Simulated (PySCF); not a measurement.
# CH9ClO2Si3: electronic excitations

What electronic excitations should CH9ClO2Si3 (`[SiH3]O[SiH2]O[SiH2]CCl`) show?

Computed with PySCF 2.14.0, with density-fitted response routines of our own, on a single molecule in the gas phase. Atoms are numbered from 0 throughout.

## Step 1: Starting geometry

16 atoms, charge 0, multiplicity 1; geometry from: GFN2-xTB.

Bonds of the start (Å): Si0–O1 1.62, O1–Si2 1.61, Si2–O3 1.62, O3–Si4 1.62, Si4–C5 1.91, C5–Cl6 1.78, Si0–H7 1.46, Si0–H8 1.46, Si0–H9 1.46, Si2–H10 1.45, Si2–H11 1.45, Si4–H12 1.46, Si4–H13 1.46, C5–H14 1.09, C5–H15 1.09.

## Step 2: Excited states and response: B3LYP/def2-SVPD

What the job is given:

```
{"job": {"kind": "uv", "xc": "B3LYP", "basis": "def2-SVPD", "nstates": 8, "ntriplets": 3}, "charge": 0, "multiplicity": 1}
Si     2.223517     0.999182     0.424482
O      1.915555    -0.320337    -0.467820
Si     1.009979    -1.542198    -1.006242
O     -0.496898    -1.435739    -0.412090
Si    -1.645466    -0.773518     0.512032
C     -1.915241     1.027297    -0.069406
Cl    -3.215079     1.788987     0.883984
H      3.680738     1.082394     0.429739
H      1.602713     2.141521    -0.249370
H      1.662626     0.811462     1.762262
H      0.896860    -1.389002    -2.447686
H      1.579660    -2.772818    -0.480809
H     -1.225368    -0.765112     1.911537
H     -2.830377    -1.581371     0.244722
H     -1.029365     1.646227     0.065513
H     -2.221455     1.091968    -1.112259
```

Method: TDDFT B3LYP/def2-SVPD, vertical, gas phase, core orbitals frozen in the response.

Command:

```sh
> OMP_NUM_THREADS=1 python probes_run.py task.json out
```

The driver reads the jobs from task.json and runs them one after another.

What will the session give for the following? lowest singlet (B3LYP/def2-SVPD); brightest single state of those computed; lowest triplet. Wanted: lowest singlet; brightest single state of those computed; lowest triplet.

As calculated:

| quantity | value |
| --- | --- |
| lowest singlet (B3LYP/def2-SVPD) | 6.33 eV (196 nm), f = 0.011 |
| brightest single state of those computed | state 2, 6.85 eV, f = 0.012 |
| lowest triplet | 5.86 eV |

In words: The first singlet state (HOMO→LUMO 0.85, HOMO→LUMO+1 0.11) lies at 6.33 eV and is weak; of the 8 states computed, the strongest absorption comes from states 6 to 7 together at 7.32 eV. The lowest triplet lies 0.47 eV below the lowest singlet (triplets in Tamm-Dancoff, singlets in full TDDFT).
